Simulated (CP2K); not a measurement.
## WS under changes of volume

One of the cells (13.607 Å³/atom); the others are scaled copies at fixed shape and fractional positions:

```
W S
1.0
     3.00789    0.00000    0.00000
     0.00000    3.00789    0.00000
     0.00000    0.00000    3.00789
W S
1 1
Cartesian
  1.5039 1.5039 1.5039
  0.0000 0.0000 0.0000
```

The cell was built by a generator and needn't be a form met in nature.

```yaml
Program: CP2K 2026.2
Functional: PBE
Potentials_or_basis: POTENTIAL_UZH W GTH-PBE-q14, S GTH-PBE-q6; TZVP-MOLOPT-PBE-GTH basis
Density_cutoff: 6123 eV
k_mesh: 9 × 9 × 9
Occupations: fermi-dirac, width 0.05 eV
Spin: no spin polarisation
```

```tsv
volume (Å³/atom)	energy over the lowest point (meV/atom)	pressure (GPa)
12.790	34.03	15.6
13.063	12.91	9.3
13.335	?	?
13.607	0.00	-1.4
13.879	6.14	-5.9
14.151	19.48	-9.9
14.423	39.23	-13.4
```

What does the run at 13.335 Å³/atom give?

Energy over the lowest point 1.94 meV/atom; pressure 3.6 GPa.

Worked out: A Birch-Murnaghan fit of order 3 (a polynomial in V^(-2/3)) to the other rows has its minimum at 13.53 Å³/atom with B0 = V·E''(V) = 243 GPa and B' = 4.6. It gives 1.95 meV/atom at 13.335 Å³/atom, against the run's 1.94, and -dE/dV = 3.7 GPa, against 3.6.

Energies are extrapolated to zero smearing.

Caveats: the basis of atomic orbitals isn't converged, which shifts pressures, moduli and gaps.
